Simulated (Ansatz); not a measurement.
# Li3AsF6: the cost of one run

Program: Ansatz 0.2.0. Level of theory: DFT PBEsol, scalar-relativistic, plane waves, PAW. These are calculated values, not measurements.

## Step 1: The starting structure

Symmetry: Fm-3m, No. 225, cubic system. The conventional cell has a = 8.030 Å, b = 8.030 Å, c = 8.030 Å, α = 90.00°, β = 90.00°, γ = 90.00°. Li (site symmetry -43m) is surrounded by 12 F at 2.84 Å. Li (site symmetry m-3m) has 6 F at 1.98 Å as nearest neighbours. As (site symmetry m-3m) is surrounded by 6 F at 2.04 Å. F (site symmetry 4mm) is surrounded by 5 Li at 1.98 to 2.84 Å and 1 As at 2.04 Å.

As a file:

```xyz
10
Lattice="0.0000 4.0150 4.0150 4.0150 0.0000 4.0150 4.0150 4.0150 0.0000" Properties=species:S:1:pos:R:3 pbc="T T T"
Li    2.0075    2.0075    2.0075
Li    6.0224    6.0224    6.0224
Li    4.0150    4.0150    4.0150
As    0.0000    0.0000    0.0000
F     4.0150    4.0150    2.0390
F     5.9909    4.0150    4.0150
F     4.0150    4.0150    5.9909
F     4.0150    2.0390    4.0150
F     4.0150    5.9909    4.0150
F     2.0390    4.0150    4.0150
```

The structure comes from the Materials Project (structure only).

(A quick probe on a coarse mesh, which set the mesh and smearing, is not shown.)

## Step 3: The relaxation

File input.yaml:

```yaml
crystal:
  lattice:
    - [0.0, 4.014956, 4.014956]
    - [4.014956, 0.0, 4.014956]
    - [4.014956, 4.014956, 0.0]
  atoms:
    - { symbol: Li, position: [0.25, 0.25, 0.25] }
    - { symbol: Li, position: [0.75, 0.75, 0.75] }
    - { symbol: Li, position: [0.5, 0.5, 0.5] }
    - { symbol: As, position: [0.0, 0.0, 0.0] }
    - { symbol: F, position: [0.25393, 0.25393, 0.74607] }
    - { symbol: F, position: [0.25393, 0.74607, 0.74607] }
    - { symbol: F, position: [0.74607, 0.74607, 0.25393] }
    - { symbol: F, position: [0.25393, 0.74607, 0.25393] }
    - { symbol: F, position: [0.74607, 0.25393, 0.74607] }
    - { symbol: F, position: [0.74607, 0.25393, 0.25393] }
basis:
  ecutwfc: 420
kpoints:
  mp_grid: { grid: [6, 6, 6] }
hamiltonian:
  xc: pbesol
scf:
  occupations: { method: gaussian, width: 0.02 }
output:
  forces: true
  stress: true
  eigenvalues: true
relax:
  adjacent_minimum: "off"
  f_tol: 0.005
  max_steps: 80
  cell: { stress_tol: 0.05 }
```

The run is started by

```bash
$ ansatz run input.yaml --threads 2 --pin off --max-ram 5120MiB --backend cpu --events-out ev --progress --plain --runs-dir out
```

**Question.** How long does this run take on 2 threads of Arm Neoverse V2, shared host, and how much memory does it need?

About 15 s, with a peak of 0.45 GiB.
